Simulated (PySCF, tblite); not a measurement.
**C₄H₁₀GeN₂: geometry, infrared bands and NMR shifts**

What infrared bands and NMR shifts should C₄H₁₀GeN₂ (`CC(C)[NH][GeH2][C]#N`) show?

Programs: tblite 0.8.0 and PySCF 2.14.0, with density-fitted response routines of our own. Each step states its level of theory. These are calculated values for one molecule in the gas phase, unless marked as measured. Atoms count from 0, in the outputs and in this text.

### Step 1. The starting structure

17 atoms, charge 0, multiplicity 1; geometry from: force field or distance geometry start.

Bonds of the start (Å): C0–C1 1.52, C1–C2 1.51, C1–N3 1.42, N3–Ge4 1.84, Ge4–C5 1.89, C5–N6 1.17, C0–H7 1.12, C0–H8 1.10, C0–H9 1.10, C1–H10 1.11, C2–H11 1.13, C2–H12 1.07, C2–H13 1.13, N3–H14 1.02, Ge4–H15 1.56, Ge4–H16 1.58.

### Step 2. Optimising the geometry with GFN2-xTB

Job settings and geometry (Å):

```
{"job": {"kind": "relax", "xc": "GFN2-xTB", "basis": "xTB"}, "charge": 0, "multiplicity": 1}
C     -1.862900     1.009900     0.287000
C     -0.536100     0.277000     0.382300
C     -0.807100    -1.170500     0.056400
N      0.358100     0.957700    -0.492900
Ge     2.069400     0.290400    -0.576100
C      2.308600    -1.265100     0.466700
N      2.474000    -2.230000     1.108500
H     -2.207300     1.274600     1.317900
H     -1.698000     1.929300    -0.302100
H     -2.570300     0.345200    -0.227600
H     -0.146200     0.320900     1.424500
H     -1.141600    -1.666500     1.012700
H      0.040400    -1.632200    -0.413200
H     -1.742800    -1.194000    -0.578100
H     -0.044300     1.302900    -1.367400
H      2.518200    -0.011400    -2.039200
H      2.980900     1.473600    -0.069200
```

Started as:

```bash
$ OMP_NUM_THREADS=1 python probes_run.py task.json out
```

One launch serves the whole session: the jobs run in the order shown.

**Question.** This job is followed by: GFN2-xTB harmonic vibrations, gas phase; GIAO PBE0/pcSseg-1 NMR shielding, non-relativistic, gas phase. Predict these results of the whole session: strongest single infrared mode (GFN2-xTB); zero-point energy (GFN2-xTB); 13C shifts against TMS (PBE0/pcSseg-1, means over atoms taken as alike); 1H shifts against TMS (PBE0/pcSseg-1, means over atoms taken as alike); 15N shifts against NH3 (PBE0/pcSseg-1); 73Ge shifts against GeMe4 (PBE0/pcSseg-1).

The runs gave:

| quantity | value |
| --- | --- |
| strongest single infrared mode (GFN2-xTB) | 2048 cm⁻¹, 431 km/mol |
| zero-point energy (GFN2-xTB) | 82.3 kcal/mol |
| 13C shifts against TMS (PBE0/pcSseg-1, means over atoms taken as alike) | 125.0, 52.4, 29.3 ppm |
| 1H shifts against TMS (PBE0/pcSseg-1, means over atoms taken as alike) | 4.63, 2.90, 1.30, 0.13 ppm |
| 15N shifts against NH3 (PBE0/pcSseg-1) | 356.5, 55.0 ppm |
| 73Ge shifts against GeMe4 (PBE0/pcSseg-1) | -147 ppm |

What this shows: Relaxing lowered the energy by 0.889 eV in 167 steps; the close pair that moved most is Ge4–H16, from 1.577 to 1.498 Å. No mode is imaginary among the 45: a minimum at this level. The strongest single mode, at 2048 cm⁻¹, moves mainly H15 and H16. GFN2-xTB is a fitted tight-binding method: band positions and strengths are rough. Its intensities can rank the bands wrongly. C5 (nitrile carbon) lies farthest downfield among carbon, at 125.0 ppm; C≡N carbons fall here, among the sp2 signals but without a proton. At PBE0/pcSseg-1: Shielding is most anisotropic at N6 (span 586 ppm, paramagnetic term -427 ppm). Spin-orbit coupling is left out, which matters for shieldings and couplings at and beside the heavy atoms.
